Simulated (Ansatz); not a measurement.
Geometry optimisation, DFT PBE-D3(BJ), scalar-relativistic, plane waves, PAW in Ansatz.

Input file:

```yaml
crystal:
  lattice:
    - [7.398, 0.0, 0.0]
    - [-3.699, 6.406856, 0.0]
    - [0.0, 0.0, 13.0]
  atoms:
    - { symbol: C, position: [0.0, 0.0, 0.07692308] }
    - { symbol: C, position: [0.22222222, 0.11111111, 0.07692308] }
    - { symbol: C, position: [0.0, 0.33333333, 0.07692308] }
    - { symbol: C, position: [0.22222222, 0.44444444, 0.07692308] }
    - { symbol: C, position: [0.0, 0.66666666, 0.07692308] }
    - { symbol: C, position: [0.22222222, 0.77777777, 0.07692308] }
    - { symbol: C, position: [0.33333333, 0.0, 0.07692308] }
    - { symbol: C, position: [0.55555556, 0.11111111, 0.07692308] }
    - { symbol: C, position: [0.33333333, 0.33333333, 0.07692308] }
    - { symbol: C, position: [0.55555555, 0.44444444, 0.07692308] }
    - { symbol: C, position: [0.33333333, 0.66666666, 0.07692308] }
    - { symbol: C, position: [0.55555555, 0.77777777, 0.07692308] }
    - { symbol: C, position: [0.66666667, 0.0, 0.07692308] }
    - { symbol: C, position: [0.88888889, 0.11111111, 0.07692308] }
    - { symbol: C, position: [0.66666667, 0.33333333, 0.07692308] }
    - { symbol: C, position: [0.88888889, 0.44444444, 0.07692308] }
    - { symbol: C, position: [0.66666666, 0.66666666, 0.07692308] }
    - { symbol: C, position: [0.88888889, 0.77777777, 0.07692308] }
    - { symbol: "N", position: [0.37037037, 0.4074074, 0.18692308] }
    - { symbol: H, position: [0.25243309, 0.42402111, 0.21615385] }
    - { symbol: H, position: [0.35413398, 0.27348665, 0.21615385] }
    - { symbol: H, position: [0.50454403, 0.52471446, 0.21615385] }
basis:
  ecutwfc: 420.0
kpoints:
  mp_grid: { grid: [2, 2, 1] }
hamiltonian:
  xc: pbe
  dispersion: d3bj
scf:
  occupations: { method: gaussian, width: 0.05 }
  lower_state_search: "off"
relax:
  f_tol: 0.03
  max_steps: 60
  adjacent_minimum: "off"
output:
  write_density: true
  write_potential: true
  elf: true
  volumetric_format: npy
```

Run as:

```bash
$ ansatz run input.yaml --threads 1 --pin off --max-ram 3072MiB --backend cpu --events-out ev --progress --plain --runs-dir out
```

Where does it end, and by what steps?

It converged. The force dipped under the threshold on the way, but the program's further checks kept it going. Limits of this set-up: coarse k mesh, slab without dipole correction. After 43 steps the energy has fallen by 6.048 eV; H21 moved furthest, 2.33 Å. The start is strongly strained (largest force component 9 eV/Å), so its close contacts needn't be bonds. Parted: C9–N19.

```json
{"step": "0", "energy less start (eV)": "0.0000", "largest force component (eV/Å)": "9.437", "accepted": "yes"}
{"step": "2", "energy less start (eV)": "-3.8500", "largest force component (eV/Å)": "1.715", "accepted": "yes"}
{"step": "4", "energy less start (eV)": "-4.6583", "largest force component (eV/Å)": "2.207", "accepted": "yes"}
{"step": "6", "energy less start (eV)": "-5.6249", "largest force component (eV/Å)": "0.722", "accepted": "yes"}
{"step": "8", "energy less start (eV)": "-5.9250", "largest force component (eV/Å)": "0.544", "accepted": "yes"}
{"step": "10", "energy less start (eV)": "-5.9967", "largest force component (eV/Å)": "0.450", "accepted": "yes"}
{"step": "12", "energy less start (eV)": "-6.0207", "largest force component (eV/Å)": "0.270", "accepted": "yes"}
{"step": "14", "energy less start (eV)": "-6.0285", "largest force component (eV/Å)": "0.072", "accepted": "yes"}
{"step": "16", "energy less start (eV)": "-6.0294", "largest force component (eV/Å)": "0.123", "accepted": "yes"}
{"step": "18", "energy less start (eV)": "-6.0320", "largest force component (eV/Å)": "0.110", "accepted": "yes"}
{"step": "20", "energy less start (eV)": "-6.0192", "largest force component (eV/Å)": "0.638", "accepted": "no"}
{"step": "22", "energy less start (eV)": "-6.0339", "largest force component (eV/Å)": "0.211", "accepted": "yes"}
{"step": "24", "energy less start (eV)": "-6.0369", "largest force component (eV/Å)": "0.040", "accepted": "yes"}
{"step": "26", "energy less start (eV)": "-6.0386", "largest force component (eV/Å)": "0.053", "accepted": "yes"}
{"step": "28", "energy less start (eV)": "-6.0355", "largest force component (eV/Å)": "0.431", "accepted": "no"}
{"step": "30", "energy less start (eV)": "-6.0404", "largest force component (eV/Å)": "0.017", "accepted": "yes"}
{"step": "32", "energy less start (eV)": "-6.0415", "largest force component (eV/Å)": "0.235", "accepted": "no"}
{"step": "34", "energy less start (eV)": "-6.0435", "largest force component (eV/Å)": "0.028", "accepted": "yes"}
{"step": "36", "energy less start (eV)": "-6.0438", "largest force component (eV/Å)": "0.183", "accepted": "yes"}
{"step": "38", "energy less start (eV)": "-6.0445", "largest force component (eV/Å)": "0.200", "accepted": "no"}
{"step": "40", "energy less start (eV)": "-6.0472", "largest force component (eV/Å)": "0.055", "accepted": "yes"}
{"step": "42", "energy less start (eV)": "-6.0397", "largest force component (eV/Å)": "0.432", "accepted": "no"}
{"step": "43", "energy less start (eV)": "-6.0477", "largest force component (eV/Å)": "0.012", "accepted": "yes"}
```

```xyz
22
Lattice="7.3980 0.0000 0.0000 -3.6990 6.4069 0.0000 0.0000 0.0000 13.0000" Properties=species:S:1:pos:R:3
C 0.027 0.014 0.704
C 1.269 0.731 0.700
C -1.212 2.163 0.705
C 0.027 2.878 0.700
C -2.430 4.297 0.707
C -1.212 5.000 0.708
C 2.487 0.028 0.705
C 3.726 0.742 0.707
C 1.269 2.160 0.696
C 2.487 2.864 0.701
C 0.027 4.285 0.706
C 1.269 5.003 0.707
C 4.968 0.025 0.708
C 6.187 0.729 0.706
C 3.726 2.149 0.707
C 4.968 2.867 0.707
C 2.488 4.299 0.706
C 3.726 5.014 0.707
N 0.987 2.241 4.014
H 0.380 2.987 3.668
H 1.194 2.472 4.988
H 1.867 2.341 3.505
```

The run took 6.3 min on 1 thread of Arm Neoverse V1, on a shared host, peak memory 0.73 GiB.
